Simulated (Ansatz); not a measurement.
**C2H7FSeSi: up Jacob's ladder to CCSD(T)**

An exercise on one series of results from a longer session: the logs are not shown, and one member is left open.

Computed with Ansatz 0.2.0, Gaussian basis. Level: functionals in def2-TZVPP, the program's frozen cores in correlated methods.

Levels to be run: LDA (SPW92), PBE-D4, revPBE-D4, BLYP-D4, r2SCAN-D4, B97M-V, PBE0-D4, B3LYP-D4, r2SCANh-D4, r2SCAN0-D4, HSE06-D4, BHLYP-D4, CAM-B3LYP-D4, LC-ωPBE, ωB97X-V, ωB97M-V, B2PLYP, PBE-QIDH; CCSD(T)/def2-SVP; CCSD(T)/def2-TZVPP; MP2/def2-QZVPP; extrapolation to the limit; RPA on PBE.

### Structure used throughout

All runs share one geometry, relaxed beforehand with PBE0-D4 in a triple-zeta def2 set.

12 atoms, charge 0, spin multiplicity 1.

Atoms are counted from 1 here; the program's logs count them from 0.

Bond lengths: C1–Si2 1.854 Å, C1–H6 1.093 Å, C1–H7 1.094 Å, C1–H8 1.091 Å, Si2–C3 1.854 Å, Si2–F4 1.605 Å, Si2–Se5 2.288 Å, C3–H9 1.094 Å, C3–H10 1.091 Å, C3–H11 1.093 Å, Se5–H12 1.469 Å. Angles: Si2–C1–H6 110.6°, Si2–C1–H7 110.6°, Si2–C1–H8 110.6°, H6–C1–H7 108.1°, H6–C1–H8 108.1°, H7–C1–H8 108.7°, C1–Si2–C3 112.7°, C1–Si2–F4 108.4°, C1–Si2–Se5 111.8°, C3–Si2–F4 108.5°, C3–Si2–Se5 111.8°, F4–Si2–Se5 103.0°, Si2–C3–H9 110.6°, Si2–C3–H10 110.6°, Si2–C3–H11 110.6°, H9–C3–H10 108.7°, H9–C3–H11 108.1°, H10–C3–H11 108.1° and more.

Set-up of the first run:

in.yaml reads:

```yaml
crystal:
  periodic: [false, false, false]
  atoms:
    - {symbol: C, position_ang: [-1.492718, -0.620558, -0.235836]}
    - {symbol: Si, position_ang: [0.100522, 0.282761, -0.522663]}
    - {symbol: C, position_ang: [1.523657, -0.465438, 0.400181]}
    - {symbol: F, position_ang: [0.432439, 0.239480, -2.091879]}
    - {symbol: Se, position_ang: [-0.102522, 2.521997, -0.099787]}
    - {symbol: H, position_ang: [-1.784698, -0.560867, 0.815807]}
    - {symbol: H, position_ang: [-1.388930, -1.676595, -0.501185]}
    - {symbol: H, position_ang: [-2.294516, -0.186287, -0.835746]}
    - {symbol: H, position_ang: [1.639934, -1.520635, 0.136675]}
    - {symbol: H, position_ang: [2.452250, 0.058076, 0.165742]}
    - {symbol: H, position_ang: [1.359515, -0.400302, 1.478888]}
    - {symbol: H, position_ang: [-0.367833, 2.273268, 1.323804]}
basis:
  gaussian: {orbitals: def2-TZVPP}
hamiltonian: {xc: lda}
output: {orbitals: {seedname: orbitals}}
```

The run is started by

```bash
> ansatz run in.yaml --threads 2 --pin off --events-out ev --progress --plain --max-ram 32768MiB --backend cuda --devices 0, --max-vram 18GiB
```

Among the steps run: LDA; PBE-D4 (GGA); revPBE-D4 (GGA); BLYP-D4 (GGA); r2SCAN-D4 (meta-GGA); B97M-V (meta-GGA); PBE0-D4 (hybrid); B3LYP-D4 (hybrid); r2SCANh-D4 (hybrid); r2SCAN0-D4 (hybrid); HSE06-D4 (hybrid); BHLYP-D4 (hybrid); CAM-B3LYP-D4 (range-separated); LC-ωPBE (range-separated); ωB97X-V (range-separated); ωB97M-V (range-separated); B2PLYP (double hybrid); PBE-QIDH (double hybrid).

One table of the session follows, with a row left open; its other results are not shown here.

It belongs to the step «Frontier levels by functional». 

```
  functional  HOMO (eV)  gap (eV)
 LDA (SPW92)      -5.93      4.94
      PBE-D4      -5.79      4.96
   revPBE-D4      -5.74      4.99
     BLYP-D4      -5.63      4.86
   r2SCAN-D4      -6.07      5.57
      B97M-V          ?         ?
     PBE0-D4      -6.96      7.00
    B3LYP-D4      -6.72      6.49
  r2SCANh-D4      -6.50      6.31
  r2SCAN0-D4      -7.14      7.40
    HSE06-D4      -6.56      6.23
    BHLYP-D4      -7.97      8.83
CAM-B3LYP-D4      -8.25      9.25
     LC-ωPBE      -9.62     11.87
     ωB97X-V      -9.27     11.34
     ωB97M-V      -9.13     10.92
```

Estimate the missing values for B97M-V.

As computed: HOMO (eV): -6.15; gap (eV): 5.51. In the column «HOMO (eV)» it lies between r2SCANh-D4 (-6.50) and r2SCAN-D4 (-6.07).
